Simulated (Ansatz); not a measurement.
The system is CsLiCr2Te2S3.

```
Cs Li Cr Te S
1.0
     3.67471   -0.00018   -0.00146
     0.00068    6.25849    0.00267
     0.09970    0.01509   18.87835
Cs Li Cr Te S
2 2 4 4 6
Direct
  0.00702 0.99658 0.60964
  0.50622 0.49563 0.63737
  0.49757 0.83290 0.98554
  0.99760 0.33501 0.98513
  0.99390 0.00068 0.13453
  0.49393 0.50024 0.13461
  0.00147 0.66940 0.83098
  0.50140 0.16737 0.83340
  0.01027 0.59621 0.46271
  0.51068 0.22697 0.45459
  0.49158 0.83669 0.22777
  0.99165 0.33648 0.22784
  0.99971 0.99979 0.90043
  0.49974 0.50461 0.89926
  0.99553 0.66614 0.07188
  0.49551 0.16656 0.07160
  0.50316 0.84068 0.76492
  0.00305 0.32804 0.76778
```

The cell was built by a generator and needn't be a form met in nature.

Base run:

| Item | Value |
| --- | --- |
| Program | Ansatz 0.2.0 |
| Functional | PBE |
| Potentials or basis | Ansatz PAW |
| Cutoff | 420 eV (not typed: the program's choice for these potentials) |
| k mesh | 7 × 5 × 2 |
| Occupations | fermi-dirac, width 0.05 eV |
| Spin | collinear spin, ferromagnetic start |
| Starting moments | [0.0, 0.0, 0.0, 0.0, 3.0, 3.0, 3.0, 3.0, 0.0, 0.0, 0.0, 0.0, 0.0, 0.0, 0.0, 0.0, 0.0, 0.0] μB |
| Hubbard terms | Cr d U = 2 eV |

Its results: band gap on the k mesh none (metal or under the smearing width); pressure 1.2 GPa; net moment 11.79 μB per cell; site moments Cs +0.00, -0.00; Li -0.01; Cr +2.92, +2.88; Te -0.00, -0.19; S -0.11, -0.12 μB; largest force 0.393 eV/Å.

Task: The run is repeated on the same cell with these changes: hubbard terms from Cr d U = 2 eV to Cr d U = 4 eV. What comes out?

Result: Band gap on the k mesh none (metal or under the smearing width); pressure 2.5 GPa; net moment 12.03 μB per cell; site moments Cs -0.00, -0.01; Li -0.01, -0.02; Cr +3.17, +3.08, +3.04; Te -0.00, -0.24; S -0.18, -0.17 μB; largest force 0.741 eV/Å.

Caveats: the magnetic or orbital state may not be the lowest; only a ferromagnetic start was run, and an antiferromagnetic order may lie lower in energy; the density of states is complete only up to the lowest level of the last band computed.
